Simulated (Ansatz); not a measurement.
# C₂H₄ClIn: one species, many methods

One table from this session's results is given with a row withheld; the runs are named, their logs left out.

Method: functionals in def2-TZVPP, the program's frozen cores in correlated methods; program: Ansatz 0.2.0, Gaussian basis.

The runs, in order: LDA (SPW92), PBE-D4, revPBE-D4, BLYP-D4, r2SCAN-D4, B97M-V, PBE0-D4, B3LYP-D4, r2SCANh-D4, r2SCAN0-D4, HSE06-D4, BHLYP-D4, CAM-B3LYP-D4, LC-ωPBE, ωB97X-V, ωB97M-V, B2PLYP, PBE-QIDH; CCSD(T)/def2-SVP; CCSD(T)/def2-TZVPP; MP2/def2-QZVPP; extrapolation to the limit; RPA on PBE.

**Structure used throughout**

All runs share one geometry, relaxed beforehand with PBE0-D4 in a triple-zeta def2 set. In takes the def2 core potential; no spin-orbit term is included.

8 atoms, charge 0, spin multiplicity 1.

Atoms are counted from 1 here; the program's logs count them from 0.

Bond lengths: Cl1–C2 1.725 Å, C2–C3 1.326 Å, C2–H5 1.082 Å, C3–H6 1.084 Å, C3–H7 1.081 Å, In4–H8 1.854 Å. Angles: Cl1–C2–C3 122.3°, Cl1–C2–H5 113.3°, C3–C2–H5 124.4°, C2–C3–H6 119.3°, C2–C3–H7 122.2°, H6–C3–H7 118.5°.

Coordinates:

```xyz
8
C2H4ClIn
Cl   -1.9975    0.5848   -0.3499
C    -0.3025    0.7611   -0.6156
C     0.5798    0.6907    0.3721
In   -0.1084   -2.2731   -0.5988
H    -0.0487    0.9462   -1.6512
H     1.6339    0.8119    0.1512
H     0.2848    0.5134    1.3973
H     0.0506   -2.0923    1.2393
```

Set-up of the first run:

in.yaml

```yaml
crystal:
  periodic: [false, false, false]
  atoms:
    - {symbol: Cl, position_ang: [-1.997482, 0.584789, -0.349942]}
    - {symbol: C, position_ang: [-0.302512, 0.761119, -0.615582]}
    - {symbol: C, position_ang: [0.579777, 0.690750, 0.372101]}
    - {symbol: In, position_ang: [-0.108400, -2.273086, -0.598765]}
    - {symbol: H, position_ang: [-0.048652, 0.946175, -1.651229]}
    - {symbol: H, position_ang: [1.633900, 0.811891, 0.151153]}
    - {symbol: H, position_ang: [0.284831, 0.513423, 1.397306]}
    - {symbol: H, position_ang: [0.050638, -2.092262, 1.239258]}
basis:
  gaussian: {orbitals: def2-TZVPP}
hamiltonian: {xc: lda}
output: {orbitals: {seedname: orbitals}}
```

Started as:

```console
$ ansatz run in.yaml --threads 2 --pin off --events-out ev --progress --plain --max-ram 4352MiB
```

Among the steps run: LDA; PBE-D4 (GGA); revPBE-D4 (GGA); BLYP-D4 (GGA); r2SCAN-D4 (meta-GGA); B97M-V (meta-GGA); PBE0-D4 (hybrid); B3LYP-D4 (hybrid); r2SCANh-D4 (hybrid); r2SCAN0-D4 (hybrid); HSE06-D4 (hybrid); BHLYP-D4 (hybrid); CAM-B3LYP-D4 (range-separated); LC-ωPBE (range-separated); ωB97X-V (range-separated); ωB97M-V (range-separated); B2PLYP (double hybrid); PBE-QIDH (double hybrid).

One table of the session follows, with a row left open; its other results are not shown here.

It belongs to the step «Orbital energies across the functionals». 

```
  functional  HOMO (eV)  LUMO (eV)  gap (eV)
 LDA (SPW92)      -4.79      -2.40      2.38
      PBE-D4      -4.62      -2.14      2.48
   revPBE-D4      -4.55      -2.03      2.52
     BLYP-D4      -4.52      -2.07      2.45
   r2SCAN-D4      -4.82      -1.95      2.87
      B97M-V      -4.72      -2.11      2.61
     PBE0-D4      -5.49      -1.43      4.06
    B3LYP-D4      -5.37      -1.66      3.71
  r2SCANh-D4      -5.15      -1.70      3.45
  r2SCAN0-D4      -5.64      -1.33      4.31
    HSE06-D4          ?          ?         ?
    BHLYP-D4      -6.28      -0.77      5.51
CAM-B3LYP-D4      -6.69      -0.61      6.08
     LC-ωPBE      -7.81       0.40      8.21
     ωB97X-V      -7.56       0.29      7.85
     ωB97M-V      -7.48       0.04      7.52
```

**Question.** Estimate the row for HSE06-D4.

As computed: HOMO (eV): -5.10; LUMO (eV): -1.79; gap (eV): 3.31. In the column «HOMO (eV)» it lies between r2SCANh-D4 (-5.15) and r2SCAN-D4 (-4.82).
